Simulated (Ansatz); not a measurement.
**C: further runs on the relaxed cell**

The task here is to estimate one member of a computed series from the others.

Program: Ansatz 0.2.0. Level of theory: DFT PBE+D3(BJ), scalar-relativistic, plane waves, PAW. These are calculated values, not measurements.

## The starting structure

The structure is hexagonal, space group P6_3/mmc (No. 194). The conventional cell has a = 2.465 Å, b = 2.465 Å, c = 6.744 Å, α = 90.00°, β = 90.00°, γ = 120.00°. C (site symmetry -6m2) is surrounded by 3 C at 1.42 Å.

Coordinates:

```cif
data_structure
_symmetry_space_group_name_H-M 'P6_3/mmc'
_symmetry_Int_Tables_number 194
_cell_length_a 2.4650
_cell_length_b 2.4650
_cell_length_c 6.7442
_cell_angle_alpha 90.000
_cell_angle_beta 90.000
_cell_angle_gamma 120.000
_cell_volume 35.49
loop_
_atom_site_label
_atom_site_type_symbol
_atom_site_symmetry_multiplicity
_atom_site_Wyckoff_symbol
_atom_site_fract_x
_atom_site_fract_y
_atom_site_fract_z
_atom_site_occupancy
C1 C 2 b 0.00000 0.00000 0.25000 1
C2 C 2 c 0.33333 0.66667 0.25000 1
```

It goes back to an entry of the Materials Project.

It is the result of an earlier relaxation at this level (volume 8.87 Å³/atom; gap on the mesh: none (metal)).

The first run:

Input file input.yaml:

```yaml
crystal:
  lattice:
    - [2.4400736133, 0.0, 0.0]
    - [-1.2200368066, 2.1131657363, 0.0]
    - [0.0, 0.0, 6.6760453387]
  atoms:
    - { symbol: C, position: [0.0, 0.0, 0.25] }
    - { symbol: C, position: [0.0, 0.0, 0.75] }
    - { symbol: C, position: [0.3333333333, 0.6666666667, 0.25] }
    - { symbol: C, position: [0.6666666667, 0.3333333333, 0.75] }
basis:
  ecutwfc: 420
kpoints:
  mp_grid: { grid: [21, 21, 6] }
hamiltonian:
  xc: pbe
  dispersion: d3bj
scf:
  occupations: { method: gaussian, width: 0.1 }
output:
  forces: true
  stress: true
  eigenvalues: true
relax:
  adjacent_minimum: "off"
  f_tol: 0.01
  max_steps: 30
  cell: { stress_tol: 0.1, fix: [volume] }
```

Run with:

```bash
ansatz run input.yaml --threads 1 --pin off --max-ram 2560MiB --backend cpu --events-out ev --progress --plain --runs-dir out
```

Among the steps run: The cell scaled to 0.97 of its volume; Volume × 1.03; Point at V/V0 = 0.94; Volume × 1.06; Volume × 0.91; Volume × 1.10; Point at V/V0 = 0.88.

One of the session's tables, all rows but one given; the rest of the session is left out.

It belongs to the step «Equation of state». 

| volume (Å³/atom) | energy above the lowest point (meV/atom) | pressure (GPa) |
| --- | --- | --- |
| 7.807 | 20.5 | 7.84 |
| 8.074 | 10.1 | 4.87 |
| 8.340 | 3.9 | 2.67 |
| 8.606 | ? | ? |
| 8.872 | 0.0 | -0.01 |
| 9.138 | 0.7 | -0.79 |
| 9.404 | 2.4 | -1.29 |
| 9.759 | 5.8 | -1.68 |

Estimate the missing values for volume (Å³/atom) = 8.606.

Worked estimate for «energy above the lowest point (meV/atom)». A straight line through the neighbours (8.340, 3.9) and (8.872, 0.0) gives 3.9 + (0.0 − 3.9) × (8.606 − 8.340) / (8.872 − 8.340) = 1.9; a parabola fitted to 4 rows on both sides gives 0.8.

**Answer.** energy above the lowest point (meV/atom): 0.8; pressure (GPa): 1.09. In «energy above the lowest point (meV/atom)» the line misses by +1.1 and the parabola by 0.0.
